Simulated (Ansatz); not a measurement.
# AsH3: the cost of one run

The runs use Ansatz 0.2.0, Gaussian basis; def2-QZVPP, all electrons in the functionals, frozen cores in the correlation of double hybrids and RPA.

To be run: PBE, BLYP, r2SCAN, B97M-V, PBE0, B3LYP, wB97M-V, B2PLYP, at charge 1, doublet; charge 1, quartet.

4 further runs of the same task are left out: 4 set aside as unsound or not needed.

### Step 1. What is computed

The geometry is a PBE0/def2-TZVP stationary point (not a proven minimum). No spin-orbit coupling is included. The filled d shell of As may be among the frozen orbitals whatever the setting's name suggests; the logs give the count.

4 atoms, charge 1, spin multiplicity 2.

Atoms are counted from 1 here; the program's logs count them from 0.

Bond lengths: As1–H2 1.497 Å, As1–H3 1.497 Å, As1–H4 1.497 Å. Angles: H2–As1–H3 112.5°, H2–As1–H4 112.5°, H3–As1–H4 112.5°.

Geometry (Å):

```
As    0.0001    0.0000   -0.0162
H     1.4362    0.0138    0.4059
H    -0.7317    1.2385    0.3977
H    -0.7085   -1.2513    0.3998
```

No dispersion term is added; B97M-V, wB97M-V hold VV10 nonlocal correlation. B3LYP takes the VWN-RPA correlation.

The geometry shown and the zero of energy belong to the point charge 1, doublet. The yardstick, RCCSD(T), and other wave-function levels (R restricted, U unrestricted, valence and pair active spaces) come from earlier runs.

### Step 2. PBE, charge 1, doublet

File in.yaml:

```yaml
crystal:
  periodic: [false, false, false]
  atoms:
    - {symbol: As, position_ang: [0.000054, -0.000013, -0.016190]}
    - {symbol: H, position_ang: [1.436166, 0.013750, 0.405932]}
    - {symbol: H, position_ang: [-0.731713, 1.238539, 0.397694]}
    - {symbol: H, position_ang: [-0.708471, -1.251307, 0.399802]}
basis:
  gaussian: {orbitals: "def2-QZVPP.json"}
total_charge: 1
magnetization: {spin_polarized: true, initial_magnetization: 1}
hamiltonian: {xc: {name: PBE}}
output: {orbitals: {seedname: orbitals}}
```

On the command line:

```sh
$ ansatz run in.yaml --threads 1 --pin off --events-out ev --progress --plain --max-ram 2393MiB
```

**Question.** How long does this run take on 1 thread of Intel Xeon 6975P-C, shared host?

About 1.8 s.
